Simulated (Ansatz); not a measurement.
**Ta: a strain scan**

This session takes Ta and sets out to see how energy and stress answer to the strain pattern (0, 0, 0, 0, 0, 1).

Method: DFT r2SCAN, scalar-relativistic, plane waves, PAW, in Ansatz 0.2.0.

### Step 1. The system as given

The structure is cubic, space group Im-3m (No. 229). The conventional cell has a = 3.303 Å, b = 3.303 Å, c = 3.303 Å, α = 90.00°, β = 90.00°, γ = 90.00°. Ta (site symmetry m-3m) is surrounded by 8 Ta at 2.86 Å.

As a file:

```cif
data_structure
_symmetry_space_group_name_H-M 'Im-3m'
_symmetry_Int_Tables_number 229
_cell_length_a 3.3026
_cell_length_b 3.3026
_cell_length_c 3.3026
_cell_angle_alpha 90.000
_cell_angle_beta 90.000
_cell_angle_gamma 90.000
_cell_volume 36.02
loop_
_atom_site_label
_atom_site_type_symbol
_atom_site_symmetry_multiplicity
_atom_site_Wyckoff_symbol
_atom_site_fract_x
_atom_site_fract_y
_atom_site_fract_z
_atom_site_occupancy
Ta1 Ta 2 a 0.00000 0.00000 0.00000 1
```

No relaxation comes first: the listed cell is the starting point.

### Step 2. The reference cell

Reference values: F = -9944.3261 eV; pressure 0.45 GPa; largest force 0.000 eV/Å; gap on the mesh none (metal). It was computed beforehand with the settings of the runs below.

### Step 3. The scan: a strain scan

The cell is strained by ε times the Voigt pattern (0, 0, 0, 0, 0, 1) (xx, yy, zz, yz, xz, xy; engineering shear), with fractional coordinates fixed (clamped ions). The stress on the pattern is the sum of the stress components weighted by it, tension positive.

### Step 4. ε = -0.1000

input.yaml

```yaml
crystal:
  lattice:
    - [-1.733844, 1.733844, 1.65128]
    - [1.733844, -1.733844, 1.65128]
    - [1.568716, 1.568716, -1.65128]
  atoms:
    - { symbol: Ta, position: [0.0, 0.0, 0.0] }
basis:
  ecutwfc: 500
kpoints:
  mp_grid: { grid: [20, 20, 20] }
hamiltonian:
  xc: r2scan
scf:
  occupations: { method: gaussian, width: 0.15 }
output:
  forces: true
  stress: true
  eigenvalues: true
  write_density: true
  write_potential: true
  elf: true
  volumetric_format: npy
```

Run with:

```console
$ ansatz run input.yaml --threads 1 --pin off --max-ram 2560MiB --backend cpu --events-out ev --progress --plain --runs-dir out
```

### Step 5. Point ε = 0.0750

input.yaml

```yaml
crystal:
  lattice:
    - [-1.589357, 1.589357, 1.65128]
    - [1.589357, -1.589357, 1.65128]
    - [1.713203, 1.713203, -1.65128]
  atoms:
    - { symbol: Ta, position: [0.0, 0.0, 0.0] }
basis:
  ecutwfc: 500
kpoints:
  mp_grid: { grid: [20, 20, 20] }
hamiltonian:
  xc: r2scan
scf:
  occupations: { method: gaussian, width: 0.15 }
output:
  forces: true
  stress: true
  eigenvalues: true
```

### Step 6. Point ε = -0.0500

Changes to input.yaml since step 5:

```diff
@@ -2,5 +2,5 @@
   lattice:
-    - [-1.589357, 1.589357, 1.65128]
-    - [1.589357, -1.589357, 1.65128]
-    - [1.713203, 1.713203, -1.65128]
+    - [-1.692562, 1.692562, 1.65128]
+    - [1.692562, -1.692562, 1.65128]
+    - [1.609998, 1.609998, -1.65128]
   atoms:
```

### Step 7. ε = 0.0250

Changes to input.yaml since step 6:

```diff
@@ -2,5 +2,5 @@
   lattice:
-    - [-1.692562, 1.692562, 1.65128]
-    - [1.692562, -1.692562, 1.65128]
-    - [1.609998, 1.609998, -1.65128]
+    - [-1.630639, 1.630639, 1.65128]
+    - [1.630639, -1.630639, 1.65128]
+    - [1.671921, 1.671921, -1.65128]
   atoms:
```

### Step 8. At ε = 0.0875

input.yaml

```yaml
crystal:
  lattice:
    - [-1.5790365, 1.5790365, 1.65128]
    - [1.5790365, -1.5790365, 1.65128]
    - [1.7235235, 1.7235235, -1.65128]
  atoms:
    - { symbol: Ta, position: [0.0, 0.0, 0.0] }
basis:
  ecutwfc: 500
kpoints:
  mp_grid: { grid: [20, 20, 20] }
hamiltonian:
  xc: r2scan
scf:
  occupations: { method: gaussian, width: 0.15 }
output:
  forces: true
  stress: true
  eigenvalues: true
  write_density: true
  write_potential: true
  elf: true
  volumetric_format: npy
```

### Step 9. ε = 0.0625

input.yaml

```yaml
crystal:
  lattice:
    - [-1.5996775, 1.5996775, 1.65128]
    - [1.5996775, -1.5996775, 1.65128]
    - [1.7028825, 1.7028825, -1.65128]
  atoms:
    - { symbol: Ta, position: [0.0, 0.0, 0.0] }
basis:
  ecutwfc: 500
kpoints:
  mp_grid: { grid: [20, 20, 20] }
hamiltonian:
  xc: r2scan
scf:
  occupations: { method: gaussian, width: 0.15 }
output:
  forces: true
  stress: true
  eigenvalues: true
```

### Step 10. At ε = 0.0375

Changes to input.yaml since step 9:

```diff
@@ -2,5 +2,5 @@
   lattice:
-    - [-1.5996775, 1.5996775, 1.65128]
-    - [1.5996775, -1.5996775, 1.65128]
-    - [1.7028825, 1.7028825, -1.65128]
+    - [-1.6203185, 1.6203185, 1.65128]
+    - [1.6203185, -1.6203185, 1.65128]
+    - [1.6822415, 1.6822415, -1.65128]
   atoms:
```

### Step 11. At ε = 0.0125

Changes to input.yaml since step 10:

```diff
@@ -2,5 +2,5 @@
   lattice:
-    - [-1.6203185, 1.6203185, 1.65128]
-    - [1.6203185, -1.6203185, 1.65128]
-    - [1.6822415, 1.6822415, -1.65128]
+    - [-1.6409595, 1.6409595, 1.65128]
+    - [1.6409595, -1.6409595, 1.65128]
+    - [1.6616005, 1.6616005, -1.65128]
   atoms:
```

(Steps that only read results are left out.)

Q: Predict the outcome of this session. Wanted: slope of the stress at ε = 0, from the points at -0.0500, 0 and 0.0125.

**Answer**, as computed:

```
                                                              quantity   value
slope of the stress at ε = 0, from the points at -0.0500, 0 and 0.0125  80 GPa
```

**Reading.** From the stress slope, C66 is about 80 GPa with the ions clamped. The step is wide, so higher orders mix in. The undisturbed cell stays the lowest of the sampled points. The runs treat Ta without spin-orbit coupling.
